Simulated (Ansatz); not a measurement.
# GeP2H (quartet): from Hartree-Fock to the top rungs at a displaced geometry (v1), cc-pVDZ

The task here is to estimate one member of a computed series from the others.

Computed with Ansatz 0.2.0, Gaussian basis. Level: cc-pVDZ, core rule «outside noble gas», up to 24 orbitals frozen.

To be run: UHF; CCSD(T) on ROHF; CCSD(T) on UHF; BCCD(T) on ROHF; CISD as a restricted active space (open shells left free, so some higher excitations enter); CCSDT(Q) on ROHF; CCSDT(Q) on UHF.

25 further runs of the same task are left out: 12 that didn't finish, 13 set aside as unsound or not needed. Runs told in other sessions of the task aren't counted.

## The geometry

The geometry is a PBE0/def2-TZVP stationary point (not a proven minimum) with its atoms shifted at random (size 0.040 Å). No spin-orbit coupling is included. The filled d shell of Ge may be among the frozen orbitals whatever the setting's name suggests.

4 atoms, charge 0, spin multiplicity 4.

Atoms are counted from 1 here; the program's logs count them from 0.

Bond lengths: P1–Ge2 2.187 Å, P1–H4 1.394 Å, Ge2–P3 2.295 Å. Angles: Ge2–P1–H4 97.2°, P1–Ge2–P3 112.2°.

The first run:

in.yaml reads:

```yaml
crystal:
  periodic: [false, false, false]
  atoms:
    - {symbol: P, position_ang: [-0.009906, -0.745655, 1.777475]}
    - {symbol: Ge, position_ang: [-0.010739, 0.571072, 0.031372]}
    - {symbol: P, position_ang: [0.037225, -0.601859, -1.940493]}
    - {symbol: H, position_ang: [-0.065552, 0.252910, 2.748556]}
basis:
  gaussian: {orbitals: cc-pVDZ}
magnetization: {spin_polarized: true, initial_magnetization: 3}
hamiltonian: {xc: hf}
output: {orbitals: {seedname: orbitals}}
```

Started as:

```sh
ansatz run in.yaml --threads 1 --pin off --events-out ev --progress --plain --max-ram 2393MiB
```

Steps of the session up to this table: UHF; CCSD(T) on ROHF; CCSD(T) on UHF; BCCD(T) on ROHF; CISD as a restricted active space (open shells left free, so some higher excitations enter); CCSDT(Q) on ROHF; CCSDT(Q) on UHF.

One of the session's tables, all rows but one given; the rest of the session is left out.

| method | from RCCSDT(Q) (kcal/mol) |
| --- | --- |
| ROHF | +211.51 |
| UHF | +199.96 |
| RMP2 | +39.47 |
| UMP2 | +45.69 |
| CISD | +38.16 |
| RCCSD | +12.40 |
| UCCSD | +11.75 |
| RCCSD(T) | +2.45 |
| UCCSD(T) | +2.84 |
| BCCD(T) | +2.45 |
| RCCSDT | +1.00 |
| UCCSDT | +0.88 |
| RCCSDT(Q) | 0 |
| UCCSDT(Q) | ? |

**Question.** Estimate the row for UCCSDT(Q).

**Answer.** from RCCSDT(Q) (kcal/mol): -0.15. In the column «from RCCSDT(Q) (kcal/mol)» it is the lowest.

To keep in mind: Warnings: spin contamination; large T1 diagnostic. Restricted and unrestricted rows rest on different reference determinants; a gap between their highest levels can come from leftover correlation error, from unlike frozen cores or from another state.
